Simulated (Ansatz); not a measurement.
# SnF4 (SMILES [F][Sn]([F])([F])[F]), step by step, part 2 of 2

Ansatz 0.2.0. Earlier steps stand in the parts before.

### 4 Vibrational wavenumbers at PBE/def2-SVP (core potential, start density atoms) (run 10)

Contents of in.yaml:

```yaml
crystal:
  periodic: [false, false, false]
  atoms:
    - symbol: F
      position_ang: [0.133793, -0.895296, 1.702810]
    - symbol: Sn
      position_ang: [0.009940, -0.014740, -0.008300]
    - symbol: F
      position_ang: [-1.321252, 1.377632, 0.080264]
    - symbol: F
      position_ang: [-0.491355, -1.298501, -1.357105]
    - symbol: F
      position_ang: [1.718575, 0.757205, -0.459168]
basis:
  gaussian: {orbitals: def2-SVP}
hamiltonian: {xc: pbe}
phonons: {temperatures: {t_min: 298.15, t_max: 298.15, t_step: 1}}
```

Command:

```sh
$ ansatz run in.yaml --threads 1 --pin off --max-ram 3480MiB --events-out events.jsonl --progress --plain --runs-dir runs
```

What it wrote:

```text
Warning: RAYON_NUM_THREADS=1 ignored (pool sized by the plan → 1); use --threads N
Functional definition: PBE
  name "PBE"
  parameter kappa = 0.804
  parameter beta = 0.06672455060314922
  exchange = pbe_x(kappa = kappa, mu = beta*pi^2/3)
  correlation = pbe_c(beta = beta)
883 factors; their error is unknown
mean field evaluation 1: about -16674.6707 eV, gradient 6.7e1 eV
mean field evaluation 2: about -16638.2766 eV, gradient 1.6e2 eV
mean field evaluation 4: about -16682.3047 eV, gradient 1.8e0 eV
mean field evaluation 8: about -16682.2796 eV, gradient 6.9e-2 eV
mean field evaluation 16: about -16682.2797 eV, gradient 2.9e-6 eV
mean field -16682.27965197 eV, -613.0624695545 hartree, gradient 2.9e-6 eV, S^2 0.000000; 0 other end points of the search recorded, 0 dependent functions left out
the calculation of the forces begins
reference -16682.27969228 eV, -613.0624710361 hartree; 29, 29 occupied and 53, 53 virtual orbitals, 883 factors
these checks for a lower state are left out or cut short: stability, starts, cluster_reference, orbital_swaps, neighbouring_geometries, increment
883 factors; their error is unknown
mean field -16682.27963858 eV, -613.0624690626 hartree, gradient 1.2e-6 eV, S^2 0.000000; 0 other end points of the search recorded, 0 dependent functions left out
the calculation of the forces begins
reference -16682.27967890 eV, -613.0624705443 hartree; 29, 29 occupied and 53, 53 virtual orbitals, 883 factors
these checks for a lower state are left out or cut short: stability, starts, cluster_reference, orbital_swaps, neighbouring_geometries, increment
883 factors; their error is unknown
mean field -16682.27963845 eV, -613.0624690578 hartree, gradient 2.4e-6 eV, S^2 0.000000; 0 other end points of the search recorded, 0 dependent functions left out
the calculation of the forces begins
reference -16682.27967877 eV, -613.0624705395 hartree; 29, 29 occupied and 53, 53 virtual orbitals, 883 factors
these checks for a lower state are left out or cut short: stability, starts, cluster_reference, orbital_swaps, neighbouring_geometries, increment
883 factors; their error is unknown
mean field evaluation 32: about -16682.2796 eV, gradient 1.2e-1 eV
mean field -16682.27961705 eV, -613.0624682713 hartree, gradient 5.6e-7 eV, S^2 0.000000; 0 other end points of the search recorded, 0 dependent functions left out
the calculation of the forces begins
reference -16682.27965737 eV, -613.0624697529 hartree; 29, 29 occupied and 53, 53 virtual orbitals, 883 factors
these checks for a lower state are left out or cut short: stability, starts, cluster_reference, orbital_swaps, neighbouring_geometries, increment
883 factors; their error is unknown
mean field -16682.27961688 eV, -613.0624682650 hartree, gradient 1.1e-6 eV, S^2 0.000000; 0 other end points of the search recorded, 0 dependent functions left out
the calculation of the forces begins
reference -16682.27965719 eV, -613.0624697466 hartree; 29, 29 occupied and 53, 53 virtual orbitals, 883 factors
these checks for a lower state are left out or cut short: stability, starts, cluster_reference, orbital_swaps, neighbouring_geometries, increment
883 factors; their error is unknown
mean field -16682.27953917 eV, -613.0624654093 hartree, gradient 1.0e-6 eV, S^2 0.000000; 0 other end points of the search recorded, 0 dependent functions left out
the calculation of the forces begins
reference -16682.27957949 eV, -613.0624668909 hartree; 29, 29 occupied and 53, 53 virtual orbitals, 883 factors
these checks for a lower state are left out or cut short: stability, starts, cluster_reference, orbital_swaps, neighbouring_geometries, increment
883 factors; their error is unknown
mean field -16682.27953918 eV, -613.0624654096 hartree, gradient 1.0e-6 eV, S^2 0.000000; 0 other end points of the search recorded, 0 dependent functions left out
the calculation of the forces begins
reference -16682.27957949 eV, -613.0624668912 hartree; 29, 29 occupied and 53, 53 virtual orbitals, 883 factors
these checks for a lower state are left out or cut short: stability, starts, cluster_reference, orbital_swaps, neighbouring_geometries, increment
883 factors; their error is unknown
mean field -16682.27958032 eV, -613.0624669216 hartree, gradient 8.0e-7 eV, S^2 0.000000; 0 other end points of the search recorded, 0 dependent functions left out
the calculation of the forces begins
reference -16682.27962064 eV, -613.0624684032 hartree; 29, 29 occupied and 53, 53 virtual orbitals, 883 factors
these checks for a lower state are left out or cut short: stability, starts, cluster_reference, orbital_swaps, neighbouring_geometries, increment
883 factors; their error is unknown
mean field evaluation 64: about -16682.3110 eV, gradient 1.8e-1 eV
mean field -16682.27958068 eV, -613.0624669348 hartree, gradient 2.5e-6 eV, S^2 0.000000; 0 other end points of the search recorded, 0 dependent functions left out
the calculation of the forces begins
reference -16682.27962100 eV, -613.0624684165 hartree; 29, 29 occupied and 53, 53 virtual orbitals, 883 factors
these checks for a lower state are left out or cut short: stability, starts, cluster_reference, orbital_swaps, neighbouring_geometries, increment
883 factors; their error is unknown
mean field -16682.27964589 eV, -613.0624693312 hartree, gradient 1.8e-6 eV, S^2 0.000000; 0 other end points of the search recorded, 0 dependent functions left out
the calculation of the forces begins
reference -16682.27968621 eV, -613.0624708128 hartree; 29, 29 occupied and 53, 53 virtual orbitals, 883 factors
these checks for a lower state are left out or cut short: stability, starts, cluster_reference, orbital_swaps, neighbouring_geometries, increment
883 factors; their error is unknown
mean field -16682.27964594 eV, -613.0624693331 hartree, gradient 9.6e-7 eV, S^2 0.000000; 0 other end points of the search recorded, 0 dependent functions left out
the calculation of the forces begins
reference -16682.27968626 eV, -613.0624708147 hartree; 29, 29 occupied and 53, 53 virtual orbitals, 883 factors
Total energy: -16682.27969228 eV, -613.0624710361 hartree
Atom 0 at     0.133793    -0.895296     1.702810 Å, force     0.000034    -0.000040     0.000008 eV/Å
Atom 1 at     0.009940    -0.014740    -0.008300 Å, force    -0.000006     0.000002     0.000008 eV/Å
Atom 2 at    -1.321252     1.377632     0.080264 Å, force    -0.000011     0.000030    -0.000042 eV/Å
Atom 3 at    -0.491355    -1.298501    -1.357105 Å, force    -0.000048    -0.000033    -0.000003 eV/Å
Atom 4 at     1.718575     0.757205    -0.459168 Å, force     0.000031     0.000040     0.000029 eV/Å
Dipole moment:     0.000000    -0.000000    -0.000000 e Å
Vibrations: 126.69 126.70 171.56 171.58 171.58 603.38 654.61 654.62 654.62 cm⁻¹, zero-point energy 0.206765 eV
```

Run time: 13 s. Hardware: 1 thread of Arm Neoverse V2, shared host; peak memory 0.11 GiB.

### 5 All runs side by side

| run | level | task | walk f tol | partner | energy (Eh) | dipole moment (D) | wall time |
| --- | --- | --- | --- | --- | --- | --- | --- |
| 1 | HF/STO-3G (start density atoms) | optimise | 0.002 | base | -6355.461551 | 0.00 | 4.5 s |
| 2 | HF/STO-3G (start density atoms) | frequencies | – | base | -6355.461551 | 0.00 | 11 s |
| 3 | UHF/STO-3G (start density atoms) | energy | – | cation | -6355.174775 | – | 16 s |
| 4 | UHF/STO-3G (start density atoms) | optimise | – | cation | -6355.224613 | – | 43 s |
| 5 | HF/3-21G (start density atoms) | optimise | 0.002 | base | -6392.437239 | 0.00 | 5.7 s |
| 6 | HF/3-21G (start density atoms) | frequencies | – | base | -6392.437239 | 0.00 | 13 s |
| 7 | UHF/3-21G (start density atoms) | energy | – | cation | -6391.935396 | – | 24 s |
| 8 | UHF/3-21G (start density atoms) | optimise | – | cation | -6392.000742 | – | 62 s |
| 9 | PBE/def2-SVP (core potential, start density atoms) | optimise | 0.002 | base | -613.062471 | 0.00 | 8.1 s |
| 10 | PBE/def2-SVP (core potential, start density atoms) | frequencies | – | base | -613.062471 | 0.00 | 13 s |

### 6 Results

What follows sums up all 2 parts.

```
                                                                          quantity          value
                                                run 10, PBE/def2-SVP: total energy  -613.06247 Eh
                                               run 10, PBE/def2-SVP: dipole moment         0.00 D
                                    run 10, PBE/def2-SVP: largest force on an atom     0.000 eV/Å
                                  run 10, PBE/def2-SVP: lowest harmonic wavenumber       127 cm⁻¹
                                 run 10, PBE/def2-SVP: highest harmonic wavenumber       655 cm⁻¹
                                           run 10, PBE/def2-SVP: zero-point energy    19.9 kJ/mol
                     vertical ionisation energy (to the doublet cation), HF/STO-3G       7.804 eV
                      vertical ionisation energy (to the doublet cation), HF/3-21G      13.656 eV
adiabatic ionisation energy (to the doublet cation, no zero-point term), HF/STO-3G       6.447 eV
 adiabatic ionisation energy (to the doublet cation, no zero-point term), HF/3-21G      11.878 eV
```

**Reading.** At HF/STO-3G: removing an electron at fixed nuclei costs 7.80 eV (180 kcal/mol). In a minimal basis such a difference can be off by several eV, whatever the method. At HF/3-21G: removing an electron at fixed nuclei costs 13.66 eV (315 kcal/mol). At HF/STO-3G: the adiabatic ionisation energy (to the doublet cation, no zero-point term) is 6.45 eV (149 kcal/mol). At HF/3-21G: the adiabatic ionisation energy (to the doublet cation, no zero-point term) is 11.88 eV (1146 kJ/mol). Some runs of one species differ in core potentials or relativity; totals across that change don't compare. In runs 1, 2, 3, 4 the basis is minimal, so the values are rough. In runs 1, 2, 3, 4, 5, 6, 7, 8 relativity is left out where basis or elements ask for it. All runs together took 3.3 min, the longest 62 s.
